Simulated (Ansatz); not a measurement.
# Co: which structure wins at one pressure

Aim: bring Co in several structures (hcp, omega, beta tin, diamond) to one pressure and rank them by enthalpy. The pressure is set by scaling the first phase. Methods of the runs shown: PAW.

Method: DFT, LDA, PAW with Ansatz's default frozen-core files, scalar-relativistic, in Ansatz 0.2.0.

1 further run of the same task is left out (it didn't finish). Runs told in other sessions of the task aren't counted.

### 1 The system as given

The structure is hexagonal, space group P6_3/mmc (No. 194). Conventional cell: a = 2.425 Å, b = 2.425 Å, c = 3.929 Å, α = 90.00°, β = 90.00°, γ = 120.00°. Co (site symmetry -6m2) is surrounded by 12 Co at 2.41 to 2.43 Å.

Structure file:

```cif
data_structure
_symmetry_space_group_name_H-M 'P6_3/mmc'
_symmetry_Int_Tables_number 194
_cell_length_a 2.4254
_cell_length_b 2.4254
_cell_length_c 3.9292
_cell_angle_alpha 90.000
_cell_angle_beta 90.000
_cell_angle_gamma 120.000
_cell_volume 20.02
loop_
_atom_site_label
_atom_site_type_symbol
_atom_site_symmetry_multiplicity
_atom_site_Wyckoff_symbol
_atom_site_fract_x
_atom_site_fract_y
_atom_site_fract_z
_atom_site_occupancy
Co1 Co 2 c 0.33333 0.66667 0.25000 1
```

The file gives the conventional cell by its symmetry; the runs use the cell typed in the input.

Atoms are numbered in the order of the input: Co1, Co2.

### 2 Cell relaxed at zero pressure, PAW

input.yaml

```yaml
crystal:
  lattice:
    - [2.4254463887, 0.0, 0.0]
    - [-1.2127231943, 2.1004981881, 0.0]
    - [0.0, 0.0, 3.9292231497]
  atoms:
    - { symbol: Co, position: [0.3333333333, 0.6666666667, 0.25], spin: 1.7 }
    - { symbol: Co, position: [0.6666666667, 0.3333333333, 0.75], spin: 1.7 }
magnetization:
  spin_polarized: true
kpoints:
  mp_grid: { grid: [21, 21, 12] }
scf:
  occupations: { method: fermi_dirac, width: 0.1 }
hamiltonian:
  xc: lda
  pseudopotentials: { kind: paw }
output:
  forces: true
  stress: true
  write_density: true
  write_potential: true
  elf: true
  volumetric_format: npy
relax:
  f_tol: 0.005
  max_steps: 40
  cell: {}
```

On the command line:

```console
$ ansatz run input.yaml --threads 2 --pin off --max-ram 7168MiB --backend cpu --events-out ev --progress --plain --runs-dir out
```

Further steps of the session: Volume scaled by 0.597, to set the pressure, PAW; Hcp relaxed under pressure, PAW; Omega relaxed under pressure, PAW; Beta tin relaxed under pressure, PAW; Diamond relaxed under pressure, PAW.

What does the calculation give? Wanted: pressure; lowest.

**Answer**, as computed:

```
    quantity                            value
    pressure                          450 GPa
lowest (PAW)  hcp, 390.5 meV/atom under omega
```

By PAW the order is hcp < omega < beta tin < diamond. Only these structures were tried, with electrons smeared by 0.1 eV and without vibrations, so the true ground state may be another. The k meshes differ between phases and weren't tested, which can move differences by some meV.
